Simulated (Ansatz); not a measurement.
# Ga: the cost of one run

Computed with Ansatz 0.2.0 (DFT LDA, scalar-relativistic, plane waves, PAW, unless a step's input says otherwise).

### 1 Starting point

It takes space group Cmcm (No. 63, orthorhombic). The conventional cell has a = 2.900 Å, b = 8.130 Å, c = 3.170 Å, α = 90.00°, β = 90.00°, γ = 90.00°. Ga (site symmetry m2m) is surrounded by 8 Ga at 2.68 to 2.90 Å.

As a file:

```xyz
2
Lattice="1.4500 -4.0650 0.0000 1.4500 4.0650 0.0000 0.0000 0.0000 3.1700" Properties=species:S:1:pos:R:3 pbc="T T T"
Ga    1.4500   -2.9837    0.7925
Ga    1.4500    2.9837    2.3775
```

Source of the structure: the Crystallography Open Database.

(A quick probe on a coarse mesh, which set the mesh and smearing, is not shown.)

### 3 The relaxation

The input, input.yaml:

```yaml
crystal:
  lattice:
    - [1.45, -4.065, 0.0]
    - [1.45, 4.065, 0.0]
    - [0.0, 0.0, 3.17]
  atoms:
    - { symbol: Ga, position: [0.867, 0.133, 0.25] }
    - { symbol: Ga, position: [0.133, 0.867, 0.75] }
basis:
  ecutwfc: 420
kpoints:
  mp_grid: { grid: [16, 16, 14] }
hamiltonian:
  xc: lda
scf:
  occupations: { method: gaussian, width: 0.1 }
output:
  forces: true
  stress: true
  eigenvalues: true
relax:
  adjacent_minimum: "off"
  f_tol: 0.005
  max_steps: 80
  cell: { stress_tol: 0.05 }
```

Command:

```
$ ansatz run input.yaml --threads 1 --pin off --max-ram 3072MiB --backend cpu --events-out ev --progress --plain --runs-dir out
```

What time and memory should one allow on 1 thread of Arm Neoverse V2, shared host?

About 2.5 min, with a peak of 0.59 GiB.
